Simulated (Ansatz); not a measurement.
# GaGe3 (Pm-3m) in Ansatz: notebook

The runs below take GaGe3 through relaxation of cell and atoms, with PBEsol.

Everything below comes from runs of Ansatz 0.2.0. Logs are shortened: lines on timing, memory, paths and dates and some standing lists are left out, and cuts for length are marked.

## (1) Starting point

The structure is cubic, space group Pm-3m (No. 221). Conventional cell: a = 4.278 Å, b = 4.278 Å, c = 4.278 Å, α = 90.00°, β = 90.00°, γ = 90.00°. Around Ge (site symmetry 4/mmm) lie 8 Ge at 3.03 Å and 4 Ga at 3.03 Å. Ga (site symmetry m-3m) is surrounded by 12 Ge at 3.03 Å.

The cell comes from a database or a generator and needn't be the stable form of this composition.

## (2) Relaxation of cell and atoms, PBEsol

The input, input.yaml:

```yaml
crystal:
  lattice:
    - [4.278466, 0.0, 0.0]
    - [0.0, 4.278466, 0.0]
    - [0.0, 0.0, 4.278466]
  atoms:
    - { symbol: Ge, position: [0.5, 0.5, 0.0] }
    - { symbol: Ge, position: [0.5, 0.0, 0.5] }
    - { symbol: Ge, position: [0.0, 0.5, 0.5] }
    - { symbol: Ga, position: [0.0, 0.0, 0.0] }
kpoints:
  mp_grid: { grid: [6, 6, 6] }
scf:
  occupations: { method: fermi_dirac, width: 0.05 }
hamiltonian:
  xc: pbesol
  pseudopotentials: { kind: all_electron, lapw: { basis_error: 0.002 } }
output:
  forces: true
  stress: true
relax:
  f_tol: 0.02
  max_steps: 60
  cell: {}
```

Potentials or basis: all-electron LAPW, scalar-relativistic.

Launch:

```console
$ ansatz run input.yaml --threads 2 --pin off --max-ram 8192MiB --backend cpu --events-out ev --progress --plain --runs-dir out
```

Output:

```text
Warning: RAYON_NUM_THREADS=2 ignored (pool sized by the plan → 2); use --threads N
The last accepted step is kept in <dir> (removed where the run ends without a failure and the disk answers)
LAPW: plane waves up to 6.956 Å⁻¹, error target 2.0e-3 eV per atom; small_component_spin mean_spin; Ga in spheres of 1.479 Å, 21 of its electrons in bands, Dirac shells []; Ge in spheres of 1.456 Å, 22 of its electrons in bands, Dirac shells [] (how accurate: hamiltonian.pseudopotentials.lapw.basis_error, Limitations)
Engine: ansatz 0.2.0, aarch64-unknown-linux-gnu
Pseudopotentials: kind: all_electron
Pseudopotential: Ge, LAPW, valence charge 22, lapw/all_electron/scalar/gaussian/Ge, Koelling and Harmon's equation, gaussian nucleus
Pseudopotential: Ga, LAPW, valence charge 21, lapw/all_electron/scalar/gaussian/Ga, Koelling and Harmon's equation, gaussian nucleus
Functional definition: PBEsol
  exchange = pbesol_x
  correlation = pbesol_c
Crystal: 4 atoms, lattice volume = 78.318 Å³
Basis set: ecut = 184.34651689324056 eV, 461 PW (Γ), exchange–correlation at level 2
Bands: 53, of which v1, the nominal top of the filled ones, is band 44 counted from 1 (43 counted from 0)
Symmetry: 48 space group operations
Space group: Pm-3m (ITA 221), of the structure as read, at distance tolerance 4.3e-5 Å
k-points: 20 of 216
Non-local potential: Ge, projectors of the file, none
Non-local potential: Ga, projectors of the file, none
Initial density: superposition of atomic densities (chi_scale 0.1, normalization cell, long waves kept (reshape's long-wave potential 0.00 eV rms))
Initial wavefunctions: plane waves of lowest kinetic energy (no species holds an atomic orbital)
Functional: x = pbesol(κ = 0.804, μ = 0.12345679012345678), c = pbesol(β = 0.046)
iter 1 solved again at ethr=2.45e-5 eV; its pass at ethr=1.00e-1 eV (dr2=2.13e-2 eV) is discarded
SCF iter   1: F=—  HF=-224083.689404 eV  |F-HF|=—  |Δ(HF+E_count)|=         —  Δρ=6.43e-3  dr2=2.15e-2  ethr=2.45e-5  ⟨swp⟩=3.3  Hψ=7160  notcnv=0
preconditioner: auto → Kerker (q_TF=auto, 2.777 Å⁻¹)  [metal: Δε(μ)=0.073 eV  Ē_g=21.804 eV  σ=0.050 eV  W_gap=0.35  n_scr=26 (ndim 8)  ℏωp=31.1 eV  f_vac=0.000  D(μ)=2.66/eV (n_scr^D=18)]
SCF iter   2: F=—  HF=-224083.625924 eV  |F-HF|=—  |Δ(HF+E_count)|=   6.35e-2  Δρ=3.70e-3  dr2=9.26e-3  ethr=2.45e-5  ⟨swp⟩=2.0  Hψ=3211  notcnv=0
SCF iter   3: F=—  HF=-224083.616340 eV  |F-HF|=—  |Δ(HF+E_count)|=   9.58e-3  Δρ=2.48e-3  dr2=4.56e-3  ethr=1.06e-5  ⟨swp⟩=2.0  Hψ=3202  notcnv=0
SCF iter   4: F=—  HF=-224083.614100 eV  |F-HF|=—  |Δ(HF+E_count)|=   2.24e-3  Δρ=1.23e-3  dr2=1.47e-3  ethr=5.24e-6  ⟨swp⟩=2.0  Hψ=3202  notcnv=0
SCF iter   5: F=—  HF=-224083.614118 eV  |F-HF|=—  |Δ(HF+E_count)|=   1.78e-5  Δρ=6.62e-4  dr2=4.30e-4  ethr=1.69e-6  ⟨swp⟩=2.0  Hψ=3203  notcnv=0
iter 6 solved again at ethr=1.77e-8 eV; its pass at ethr=4.94e-7 eV (dr2=1.54e-5 eV) is discarded
SCF iter   6: F=—  HF=-224083.614049 eV  |F-HF|=—  |Δ(HF+E_count)|=   6.89e-5  Δρ=1.37e-4  dr2=1.53e-5  ethr=1.77e-8  ⟨swp⟩=2.0  Hψ=5365  notcnv=0
[... 39 lines left out ...]
SCF iter   2: F=—  HF=-224083.663488 eV  |F-HF|=—  |Δ(HF+E_count)|=   1.17e-7  Δρ=1.35e-5  dr2=2.84e-7  ethr=6.52e-10  ⟨swp⟩=2.0  Hψ=3199  notcnv=0
SCF iter   3: F=—  HF=-224083.663488 eV  |F-HF|=—  |Δ(HF+E_count)|=   3.09e-9  Δρ=9.03e-6  dr2=1.37e-7  ethr=3.26e-10  ⟨swp⟩=2.0  Hψ=3199  notcnv=0
SCF iter   4: F=-224083.663488 eV  HF=-224083.663488 eV  |F-HF|=7.92e-9  |Δ(HF+E_count)|=   3.35e-8  Δρ=3.12e-6  dr2=1.53e-8  ethr=1.58e-10  ⟨swp⟩=2.0  Hψ=3200  notcnv=0
SCF 4 converged in 4 iterations: F = -224083.663488 eV  dr2 = 1.53e-8
relax step   4: F+E_penalty+E_count = -224083.66348844 eV  Δ(F+E_penalty+E_count) = -6.381e-5 eV  max|allowed force component| = 2.597e-30 eV/Å  Δτ_max = 0.0000 Å  P = -0.004 GPa  Ω = 73.891 Å³  (4 SCF iters, accepted)
iter 1 solved again at ethr=9.05e-12 eV; its pass at ethr=1.00e-1 eV (dr2=7.87e-9 eV) is discarded
SCF iter   1: F=—  HF=-224083.663490 eV  |F-HF|=—  |Δ(HF+E_count)|=         —  Δρ=2.94e-6  dr2=1.29e-8  ethr=9.05e-12  ⟨swp⟩=7.2  Hψ=7099  notcnv=0  reapply=9
SCF iter   2: F=-224083.663490 eV  HF=-224083.663490 eV  |F-HF|=4.05e-9  |Δ(HF+E_count)|=   3.57e-8  Δρ=2.26e-6  dr2=8.51e-9  ethr=9.05e-12  ⟨swp⟩=2.0  Hψ=3199  notcnv=0
SCF 5 converged in 2 iterations: F = -224083.663490 eV  dr2 = 8.51e-9
relax step   5: F+E_penalty+E_count = -224083.66348974 eV  Δ(F+E_penalty+E_count) = -1.305e-6 eV  max|allowed force component| = 3.435e-30 eV/Å  Δτ_max = 0.0000 Å  P = -0.004 GPa  Ω = 73.891 Å³  stress off target by 4.30e-3 GPa  SCF on the basis re-selected at this cell (its energy is not comparable with the rows above)  (2 SCF iters)
basis re-selected at this cell: Δ(F+E_penalty+E_count) = -1.305e-6 eV, ΔP = -0.000 GPa vs the last step (what re-selecting the basis moved, after the strain that the cell walked since its last selection, with what the two solves' SCF thresholds leave and, on support functions, any second-order correction that the steps lacked; it is no measure of the basis error at this ecutwfc). This SCF's stress stands 4.30e-3 GPa from its target on what of the cell is left free (relax.cell.stress_tol is 5.00e-2 GPa) and its largest allowed force component is 3.43e-30 eV/Å (relax.f_tol is 2.00e-2 eV/Å): within both
SCF converged after 2 iterations
Free energy (F): -224083.663490 eV
Harris-Foulkes:  -224083.663490 eV  (|F-HF|=4.05e-9)
Internal energy: -224083.640094 eV  (E = F + TS)
E sigma→0 (E₀):  -224083.651792 eV
Entropy (-TS):   -0.023396 eV (-5.849 meV/atom)
Fermi energy:    12.800840 eV
--- Per-component energies (eV) ---
  E_band       = -3681.411346
  E_kinetic    = 228690.706125
  E_xc         = -8401.869430
  E_electrostatic = -444372.476789  (all electrons and nuclei)
  E_smearing   = -0.023396  (= −TS)
  E_closure    = 0.000000  (closes the sum)
  E_atoms      = -224066.463186  (free atoms, spherical and without spin; not in F)
  Σ components = -224083.663490   (vs F -224083.663490, Δ=0.00e0)
  Basis errors (estimates in eV, not in F): energy 5.2e-4 per atom: plane waves 5.2e-4 (2.8e-4 summed), levels above the bands 8.2e-64, relativity 2.0e-8, radial functions 4.8e-6, core shells 2.3e-13; eigenvalues (radial functions only) 8.3e-6; not estimated: angular momenta, meshes, grids; target (lapw.basis_error) 2.0e-3; muffin-tin radii Ga 1.450 Å, Ge 1.428 Å
--- Forces (eV/Å), atoms counted from 1 ---
  atom   1  Ge    -0.00000000     0.00000000    -0.00000000
  atom   2  Ge    -0.00000000    -0.00000000     0.00000000
  atom   3  Ge    -0.00000000    -0.00000000     0.00000000
  atom   4  Ga     0.00000000     0.00000000    -0.00000000
  max |Σ_I F_I| component: 4.67e-30 eV/Å
--- Stress (GPa, compression-positive) ---
       -0.004305      -0.000000      -0.000000
       -0.000000      -0.004305      -0.000000
       -0.000000      -0.000000      -0.004305
  P = ⅓ Tr σ = -0.0043 GPa (-0.043 kbar)
--- Relaxed structure (4 steps of the walk, 4 accepted, 1 SCFs on fresh bases) ---
  F+E_penalty+E_count = -224083.66348974 eV   max|allowed force component| = 3.435e-30 eV/Å   (the final SCF, on the basis selected at the relaxed cell)
  cell:  # Å, volume = 73.8907 Å³
    - [4.196269038166457, 3.145685575832485e-33, 3.851859888774472e-34]
    - [3.145685575832485e-33, 4.196269038166457, -3.2098832406453924e-35]
    - [3.851859888774472e-34, -3.2098832406453924e-35, 4.196269038166457]
  atoms:
    - { symbol: Ge, position: [0.49999999999999994, 0.49999999999999994, -2.250724844356872e-34] }
    - { symbol: Ge, position: [0.49999999999999994, -1.6505315525283754e-34, 0.49999999999999994] }
    - { symbol: Ge, position: [2.2057103474697364e-33, 0.49999999999999994, 0.49999999999999994] }
    - { symbol: Ga, position: [-1.2754107451355671e-33, 7.502416147856282e-35, 1.5004832295712484e-35] }
```

Wall time 18 s (2 threads of Arm Neoverse V2, shared host); peak memory 0.35 GiB.

Results:

```yaml
Free_energy: -224083.6635 eV
Relaxed_volume: 18.47 Å³/atom
Relaxed_cell: a = 4.196 Å, b = 4.196 Å, c = 4.196 Å, α = 90.00°, β = 90.00°, γ = 90.00°
Space_group_after_relaxing_to_0.05_Å: Pm-3m (No. 221)
Energy_gained_by_relaxing: 12.4 meV/atom
Ionic_steps: 5
Pressure_after_relaxing: 0.0 GPa
```

Step by step:
```csv
step,energy change (eV),largest force (eV/Å),volume (Å³)
1,0.0000,0.0000,78.32
2,-0.0427,0.0000,72.36
3,-0.0494,0.0000,74.04
4,-0.0494,0.0000,73.89
5,-0.0494,0.0000,73.89
```

Final structure:
```xyz
4
Lattice="4.1963 0.0000 0.0000 0.0000 4.1963 0.0000 0.0000 0.0000 4.1963" Properties=species:S:1:pos:R:3 pbc="T T T"
Ge    2.0981    2.0981    0.0000
Ge    2.0981    0.0000    2.0981
Ge    0.0000    2.0981    2.0981
Ga    0.0000    0.0000    0.0000
```

## (3) Relaxation of cell and atoms, PBEsol, target pressure 5 GPa, at which the enthalpy is minimised

input.yaml: that of step 2 with these lines changed.

```diff
@@ -23,2 +23,2 @@
   max_steps: 60
-  cell: {}
+  cell: { p_target: 5 }
```

Potentials or basis: all-electron LAPW, scalar-relativistic.

Launch:

```console
$ ansatz run input.yaml --threads 2 --pin off --max-ram 8192MiB --backend cpu --events-out ev --progress --plain --runs-dir out
```

Output:

```text
Warning: RAYON_NUM_THREADS=2 ignored (pool sized by the plan → 2); use --threads N
The last accepted step is kept in <dir> (removed where the run ends without a failure and the disk answers)
LAPW: plane waves up to 6.956 Å⁻¹, error target 2.0e-3 eV per atom; small_component_spin mean_spin; Ga in spheres of 1.479 Å, 21 of its electrons in bands, Dirac shells []; Ge in spheres of 1.456 Å, 22 of its electrons in bands, Dirac shells [] (how accurate: hamiltonian.pseudopotentials.lapw.basis_error, Limitations)
Engine: ansatz 0.2.0, aarch64-unknown-linux-gnu
Pseudopotentials: kind: all_electron
Pseudopotential: Ge, LAPW, valence charge 22, lapw/all_electron/scalar/gaussian/Ge, Koelling and Harmon's equation, gaussian nucleus
Pseudopotential: Ga, LAPW, valence charge 21, lapw/all_electron/scalar/gaussian/Ga, Koelling and Harmon's equation, gaussian nucleus
Functional definition: PBEsol
  exchange = pbesol_x
  correlation = pbesol_c
Crystal: 4 atoms, lattice volume = 78.318 Å³
Basis set: ecut = 184.34651689324056 eV, 461 PW (Γ), exchange–correlation at level 2
Bands: 53, of which v1, the nominal top of the filled ones, is band 44 counted from 1 (43 counted from 0)
Symmetry: 48 space group operations
Space group: Pm-3m (ITA 221), of the structure as read, at distance tolerance 4.3e-5 Å
k-points: 20 of 216
Non-local potential: Ge, projectors of the file, none
Non-local potential: Ga, projectors of the file, none
Initial density: superposition of atomic densities (chi_scale 0.1, normalization cell, long waves kept (reshape's long-wave potential 0.00 eV rms))
Initial wavefunctions: plane waves of lowest kinetic energy (no species holds an atomic orbital)
Functional: x = pbesol(κ = 0.804, μ = 0.12345679012345678), c = pbesol(β = 0.046)
iter 1 solved again at ethr=2.45e-5 eV; its pass at ethr=1.00e-1 eV (dr2=2.13e-2 eV) is discarded
SCF iter   1: F=—  HF=-224083.689404 eV  |F-HF|=—  |Δ(HF+E_count)|=         —  Δρ=6.43e-3  dr2=2.15e-2  ethr=2.45e-5  ⟨swp⟩=3.3  Hψ=7160  notcnv=0
preconditioner: auto → Kerker (q_TF=auto, 2.777 Å⁻¹)  [metal: Δε(μ)=0.073 eV  Ē_g=21.804 eV  σ=0.050 eV  W_gap=0.35  n_scr=26 (ndim 8)  ℏωp=31.1 eV  f_vac=0.000  D(μ)=2.66/eV (n_scr^D=18)]
SCF iter   2: F=—  HF=-224083.625924 eV  |F-HF|=—  |Δ(HF+E_count)|=   6.35e-2  Δρ=3.70e-3  dr2=9.26e-3  ethr=2.45e-5  ⟨swp⟩=2.0  Hψ=3211  notcnv=0
SCF iter   3: F=—  HF=-224083.616340 eV  |F-HF|=—  |Δ(HF+E_count)|=   9.58e-3  Δρ=2.48e-3  dr2=4.56e-3  ethr=1.06e-5  ⟨swp⟩=2.0  Hψ=3202  notcnv=0
[... 50 lines left out ...]
SCF iter   1: F=—  HF=-224083.594850 eV  |F-HF|=—  |Δ(HF+E_count)|=         —  Δρ=8.38e-6  dr2=7.68e-8  ethr=6.76e-11  ⟨swp⟩=6.1  Hψ=6185  notcnv=0  reapply=2
preconditioner: auto → Kerker (q_TF=auto, 2.834 Å⁻¹)  [metal: Δε(μ)=0.046 eV  Ē_g=22.739 eV  σ=0.050 eV  W_gap=0.22  n_scr=26 (ndim 8)  ℏωp=33.1 eV  f_vac=0.000  D(μ)=3.24/eV (n_scr^D=26)]
SCF iter   2: F=-224083.594850 eV  HF=-224083.594850 eV  |F-HF|=2.73e-8  |Δ(HF+E_count)|=   1.03e-8  Δρ=6.42e-6  dr2=5.01e-8  ethr=6.76e-11  ⟨swp⟩=2.0  Hψ=3190  notcnv=0
SCF 5 converged in 2 iterations: F = -224083.594850 eV  dr2 = 5.01e-8
relax step   5: F+E_penalty+E_count = -224083.59485039 eV  Δ(F+E_penalty+E_count) = +5.245e-7 eV  max|allowed force component| = 3.842e-31 eV/Å  Δτ_max = 0.0000 Å  P = +4.978 GPa  Ω = 69.199 Å³  stress off target by 2.17e-2 GPa  SCF on the basis re-selected at this cell (its energy is not comparable with the rows above)  (2 SCF iters)
basis re-selected at this cell: Δ(F+E_penalty+E_count) = +5.245e-7 eV, ΔP = -0.000 GPa vs the last step (what re-selecting the basis moved, after the strain that the cell walked since its last selection, with what the two solves' SCF thresholds leave and, on support functions, any second-order correction that the steps lacked; it is no measure of the basis error at this ecutwfc). This SCF's stress stands 2.17e-2 GPa from its target on what of the cell is left free (relax.cell.stress_tol is 5.00e-2 GPa) and its largest allowed force component is 3.84e-31 eV/Å (relax.f_tol is 2.00e-2 eV/Å): within both
SCF converged after 2 iterations
Free energy (F): -224083.594850 eV
Harris-Foulkes:  -224083.594850 eV  (|F-HF|=2.73e-8)
Internal energy: -224083.569208 eV  (E = F + TS)
E sigma→0 (E₀):  -224083.582029 eV
Entropy (-TS):   -0.025642 eV (-6.411 meV/atom)
Fermi energy:    13.954534 eV
--- Per-component energies (eV) ---
  E_band       = -3587.857397
  E_kinetic    = 228696.887391
  E_xc         = -8404.080176
  E_electrostatic = -444376.376424  (all electrons and nuclei)
  E_smearing   = -0.025642  (= −TS)
  E_closure    = 0.000000  (closes the sum)
  E_atoms      = -224066.463186  (free atoms, spherical and without spin; not in F)
  Σ components = -224083.594850   (vs F -224083.594850, Δ=0.00e0)
  Basis errors (estimates in eV, not in F): energy 5.9e-4 per atom: plane waves 5.8e-4 (3.2e-4 summed), levels above the bands 1.4e-64, relativity 1.9e-8, radial functions 5.5e-6, core shells 1.4e-13; eigenvalues (radial functions only) 9.3e-6; not estimated: angular momenta, meshes, grids; target (lapw.basis_error) 2.0e-3; muffin-tin radii Ga 1.419 Å, Ge 1.397 Å
--- Forces (eV/Å), atoms counted from 1 ---
  atom   1  Ge    -0.00000000     0.00000000     0.00000000
  atom   2  Ge     0.00000000     0.00000000     0.00000000
  atom   3  Ge     0.00000000     0.00000000    -0.00000000
  atom   4  Ga    -0.00000000    -0.00000000    -0.00000000
  max |Σ_I F_I| component: 6.33e-31 eV/Å
--- Stress (GPa, compression-positive) ---
        4.978261       0.000000       0.000000
        0.000000       4.978261      -0.000000
        0.000000      -0.000000       4.978261
  P = ⅓ Tr σ = 4.9783 GPa (49.783 kbar)
--- Relaxed structure (4 steps of the walk, 4 accepted, 1 SCFs on fresh bases) ---
  F+E_penalty+E_count = -224083.59485039 eV   max|allowed force component| = 3.842e-31 eV/Å   (the final SCF, on the basis selected at the relaxed cell)
  cell:  # Å, volume = 69.1986 Å³
    - [4.10549788188611, 7.543225615516676e-34, -5.135813185032628e-34]
    - [-2.728400754548583e-34, 4.10549788188611, 2.567906592516314e-34]
    - [-5.135813185032628e-34, 2.567906592516314e-34, 4.10549788188611]
  atoms:
    - { symbol: Ge, position: [0.5, 0.5, -1.5004832295712411e-34] }
    - { symbol: Ge, position: [0.5, -1.6205218879369525e-33, 0.5] }
    - { symbol: Ge, position: [2.6708601486368257e-33, 0.5, 0.5] }
    - { symbol: Ga, position: [-2.25072484435688e-33, 1.380444571205547e-33, -3.0009664591427336e-35] }
```

It took 19 s on 2 threads of Arm Neoverse V2, shared host; peak memory 0.35 GiB.

What came out:

- Free energy: -224083.5949 eV
- Relaxed volume: 17.30 Å³/atom
- Relaxed cell: a = 4.105 Å, b = 4.105 Å, c = 4.105 Å, α = 90.00°, β = 90.00°, γ = 90.00°
- Space group after relaxing (to 0.05 Å): Pm-3m (No. 221)
- Energy change on relaxing (the enthalpy is what falls): +4.8 meV/atom
- Ionic steps: 5
- Pressure after relaxing: 5.0 GPa

Step by step:
```tsv
step	energy change (eV)	largest force (eV/Å)	volume (Å³)
1	0.0000	0.0000	78.32
2	0.0878	0.0000	67.41
3	0.0083	0.0000	69.57
4	0.0192	0.0000	69.20
5	0.0192	0.0000	69.20
```

Final structure:
```
Ge Ga
1.0
     4.10550    0.00000    0.00000
     0.00000    4.10550    0.00000
     0.00000    0.00000    4.10550
Ge Ga
3 1
Cartesian
  2.0527 2.0527 0.0000
  2.0527 0.0000 2.0527
  0.0000 2.0527 2.0527
  0.0000 0.0000 0.0000
```

[end of part 1 of 2]
